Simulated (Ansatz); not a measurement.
# SiGeCl (doublet): wave-function methods side by side at a displaced geometry (v1), cc-pVDZ

The task here is to estimate one member of a computed series from the others.

Computed with Ansatz 0.2.0, Gaussian basis. Level: cc-pVDZ, core rule «outside noble gas», up to 24 orbitals frozen.

The runs, in order: UHF; CCSD(T) on ROHF; CCSD(T) on UHF; BCCD(T) on ROHF; CISD; CCSDT(Q) on ROHF; CCSDT(Q) on UHF.

17 further runs of the same task are left out: 4 that didn't finish, 13 set aside as unsound or not needed.

### The system

The geometry is a PBE0/def2-TZVP stationary point (not a proven minimum) with its atoms shifted at random (size 0.040 Å). No spin-orbit coupling is included. The filled d shell of Ge may be among the frozen orbitals whatever the setting's name suggests; the logs give the count.

3 atoms, charge 0, spin multiplicity 2.

Atoms are counted from 1 here; the program's logs count them from 0.

Bond lengths: Cl1–Ge2 2.438 Å, Cl1–Si3 2.234 Å, Ge2–Si3 2.296 Å. Angles: Ge2–Cl1–Si3 58.7°, Cl1–Ge2–Si3 56.2°, Cl1–Si3–Ge2 65.1°.

Set-up of the first run:

File in.yaml:

```yaml
crystal:
  periodic: [false, false, false]
  atoms:
    - {symbol: Cl, position_ang: [-0.009276, 0.885014, 1.320461]}
    - {symbol: Ge, position_ang: [-0.010109, 0.070924, -0.978005]}
    - {symbol: Si, position_ang: [0.037855, -1.300611, 0.862651]}
basis:
  gaussian: {orbitals: cc-pVDZ}
magnetization: {spin_polarized: true, initial_magnetization: 1}
hamiltonian: {xc: hf}
output: {orbitals: {seedname: orbitals}}
```

Launch:

```console
$ ansatz run in.yaml --threads 1 --pin off --events-out ev --progress --plain --max-ram 2393MiB
```

Among the steps run: UHF; CCSD(T) on ROHF; CCSD(T) on UHF; BCCD(T) on ROHF; CISD; CCSDT(Q) on ROHF; CCSDT(Q) on UHF.

One of the session's tables, all rows but one given; the rest of the session is left out.

| method | from UCCSDT(Q) (kcal/mol) |
| --- | --- |
| ROHF | +205.28 |
| UHF | +203.85 |
| RMP2 | ? |
| UMP2 | +31.55 |
| CISD | +32.18 |
| RCCSD | +9.05 |
| UCCSD | +8.98 |
| RCCSD(T) | +1.59 |
| UCCSD(T) | +1.58 |
| BCCD(T) | +1.53 |
| RCCSDT | +0.70 |
| UCCSDT | +0.67 |
| RCCSDT(Q) | +0.08 |
| UCCSDT(Q) | 0 |

**Question.** Estimate the row for RMP2.

**Answer.** from UCCSDT(Q) (kcal/mol): +31.27. In the column «from UCCSDT(Q) (kcal/mol)» it lies between RCCSD (+9.05) and UMP2 (+31.55).

Caveats from the session: Restricted and unrestricted rows rest on different reference determinants; where their highest levels disagree by more than a few hundredths of an eV, they describe different states and don't form one ladder.
